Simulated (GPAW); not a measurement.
Write an ASE script for GPAW 26.7.0 that does the following.

```
Task                : equation of state
Functional          : LDA
Potentials or basis : the program's PAW data sets (release 1.2.1) made for this functional
Cutoff              : 800 eV
Basis               : pw
k mesh              : 4 × 4 × 4
Occupations         : fermi-dirac, width 0.05 eV
Spin                : no spin polarisation
Maxiter             : 150
Eos scales          : [0.94, 0.96, 0.98, 1.0, 1.02, 1.04, 1.06]
```

The system is BaHfO3.

```xyz
5
Lattice="4.1696 0.0000 0.0000 0.0000 4.1696 0.0000 0.0000 0.0000 4.1704" Properties=species:S:1:pos:R:3 pbc="T T T"
Hf    0.0000    0.0000    2.0763
Ba    2.0848    2.0848    4.1555
O     0.0000    0.0000    4.1618
O     2.0848    0.0000    2.0806
O     0.0000    2.0848    2.0806
```

The cell comes from a database or a generator and needn't be the stable form of this composition.

These files were run (other wordings do the same):

run.py

```python
from ase import Atoms
from ase.eos import EquationOfState
from ase.io import Trajectory
from ase.units import GPa
from gpaw import GPAW, PW

atoms = Atoms(['Hf', 'Ba', 'O', 'O', 'O'],
              cell=[[4.1695667999, 0.0, 0.0],
                    [0.0, 4.1695667999, 0.0],
                    [0.0, 0.0, 4.1703766343]],
              scaled_positions=[[0.0, 0.0, 0.49787533],
                                [0.5, 0.5, 0.99642496],
                                [0.0, 0.0, 0.99794122],
                                [0.5, 0.0, 0.49889014],
                                [0.0, 0.5, 0.49889014]],
              pbc=True)

traj = Trajectory('eos.traj', 'w')
volumes, energies = [], []
for x in [0.94, 0.96, 0.98, 1.0, 1.02, 1.04, 1.06]:
    a = atoms.copy()
    a.set_cell(atoms.cell * x**(1 / 3), scale_atoms=True)
    calc = GPAW(mode=PW(800),
                xc='LDA',
                kpts={'size': (4, 4, 4), 'gamma': True},
                occupations={'name': 'fermi-dirac', 'width': 0.05},
                nbands=36,
                convergence={'density': 1e-05, 'energy': 1e-05},
                maxiter=150,
                txt=f'eos-{x:.2f}.txt')
    a.calc = calc
    energies.append(a.get_potential_energy(force_consistent=True))
    volumes.append(a.get_volume())
    p = -a.get_stress()[:3].mean() / GPa
    calc.write(f'eos-{x:.2f}.gpw')
    traj.write(a)
    print(f'{x:.2f} {volumes[-1]:10.4f} A^3 {energies[-1]:14.6f} eV {p:9.3f} GPa', flush=True)

v0, e0, B = EquationOfState(volumes, energies, eos='birchmurnaghan').fit()
print(f'V0 = {v0:.4f} A^3, E0 = {e0:.6f} eV, B0 = {B / GPa:.2f} GPa')
```

Potentials or basis: the program's PAW data sets (release 1.2.1) made for this functional, pw.

Launch:

```bash
$ OMP_NUM_THREADS=1 python run.py
```

Results of the run:

| Quantity | Value |
| --- | --- |
| Equilibrium volume | 14.07 Å³/atom |
| Bulk modulus at fixed shape and positions | 185 GPa |
| Pressure derivative of the bulk modulus | 4.4 |

Caveat: the k mesh is coarse (spacing up to 0.38 Å⁻¹), so the values aren't converged; the cell was scaled at fixed shape and fractional positions, which overstates the stiffness of a crystal with free parameters, most of all of layers and chains.

Wall time 8.6 min on 1 thread of Arm Neoverse N1, with other jobs on the host, peak memory 0.36 GiB.
